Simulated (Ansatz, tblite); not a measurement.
**The cluster Cu5Te4−: one state, many levels**

An exercise on one series of results from a longer session: the logs are not shown, and one member is left open.

The runs use Ansatz 0.2.0, Gaussian basis; as each input shows.

The runs, in order: GFN1-xTB, GFN2-xTB, PBE-D4/def2-SVP, r2SCAN-D4/def2-SVP, PBE-D4/def2-SVPD, PBE0-D4/def2-SVPD, MP2/def2-SVPD.

7 further runs of the same task are left out: 5 that didn't finish, 2 set aside as unsound or not needed. Runs told in other sessions of the task aren't counted.

### The geometry

The geometry is that of the singlet, from an earlier relaxation (PBE-D4/def2-SVP). At that level it is the lowest of the isomers that a small search found.

9 atoms, charge -1, spin multiplicity 1.

Bond lengths: Cu1–Te7 2.545 Å, Cu1–Te9 2.527 Å, Cu2–Te6 2.543 Å, Cu2–Te7 2.543 Å, Cu3–Te6 2.546 Å, Cu3–Te8 2.527 Å, Cu4–Te6 2.541 Å, Cu4–Te9 2.527 Å, Cu5–Te7 2.541 Å, Cu5–Te8 2.527 Å, Te8–Te9 2.945 Å. Angles: Te7–Cu1–Te9 156.8°, Te6–Cu2–Te7 177.8°, Te6–Cu3–Te8 156.9°, Te6–Cu4–Te9 156.5°, Te7–Cu5–Te8 156.6°, Cu2–Te6–Cu3 60.6°, Cu2–Te6–Cu4 61.2°, Cu3–Te6–Cu4 57.3°, Cu1–Te7–Cu2 60.7°, Cu1–Te7–Cu5 57.3°, Cu2–Te7–Cu5 61.2°, Cu3–Te8–Cu5 60.5°, Cu3–Te8–Te9 84.0°, Cu5–Te8–Te9 84.5°, Cu1–Te9–Cu4 60.4°, Cu1–Te9–Te8 84.1°, Cu4–Te9–Te8 84.5°.

Te takes a core potential in the def2 sets. No spin-orbit coupling is included. The ion is computed in the gas phase, without counter-ions or solvent.

PBE0-D4/def2-SVP was run before; its log isn't repeated, and its numbers join the tables.

Set-up of the first run:

Tight binding, by tblite at 300 K electronic temperature and without a spin-polarisation term:

```python
tblite.interface.Calculator('GFN1-xTB', numbers, positions, charge=-1, uhf=0).singlepoint()
```

Tight binding, by tblite at 300 K electronic temperature and without a spin-polarisation term:

```python
tblite.interface.Calculator('GFN2-xTB', numbers, positions, charge=-1, uhf=0).singlepoint()
```

start.molden holds the orbitals of an earlier run on this state, given as this run's starting guess.

in.yaml

```yaml
crystal:
  periodic: [false, false, false]
  atoms:
    - {symbol: Cu, position_ang: [-1.311488, -0.866681, -0.783028]}
    - {symbol: Cu, position_ang: [-0.743389, 1.569563, -0.194754]}
    - {symbol: Cu, position_ang: [1.423966, 0.627634, 0.813543]}
    - {symbol: Cu, position_ang: [-0.693909, -0.280973, 1.613532]}
    - {symbol: Cu, position_ang: [0.809617, 0.034564, -1.583644]}
    - {symbol: Te, position_ang: [-0.101469, 2.118316, 2.203786]}
    - {symbol: Te, position_ang: [-1.347285, 0.933610, -2.581713]}
    - {symbol: Te, position_ang: [2.262651, -1.519786, -0.221070]}
    - {symbol: Te, position_ang: [-0.298672, -2.616246, 0.733348]}
basis:
  gaussian: {orbitals: def2-SVP, initial_orbitals: start.molden}
total_charge: -1
hamiltonian: {xc: pbe, dispersion: d4}
scf: {omitted_lower_state_checks: [starts]}
output: {orbitals: {seedname: orbitals}}
```

Command:

```sh
ansatz run in.yaml --threads 4 --pin off --events-out ev --progress --plain --max-ram 6963MiB
```

Among the steps run: PBE-D4/def2-SVP; r2SCAN-D4/def2-SVP; PBE-D4/def2-SVPD; PBE0-D4/def2-SVPD; MP2/def2-SVPD.

One table of the session follows, with a row left open; its other results are not shown here.

It belongs to the step «Levels side by side». 

| level | HOMO (eV) | gap (eV) |
| --- | --- | --- |
| PBE-D4/def2-SVP | -1.08 | 1.08 |
| PBE-D4/def2-SVPD | ? | ? |
| r2SCAN-D4/def2-SVP | -1.28 | 1.24 |
| PBE0-D4/def2-SVP | -2.21 | 2.70 |
| PBE0-D4/def2-SVPD | -2.43 | 2.69 |

Q: Estimate the row for PBE-D4/def2-SVPD from the others.

**Answer.** HOMO (eV): -1.39; gap (eV): 1.11. In the column «HOMO (eV)» it lies between PBE0-D4/def2-SVP (-2.21) and r2SCAN-D4/def2-SVP (-1.28).
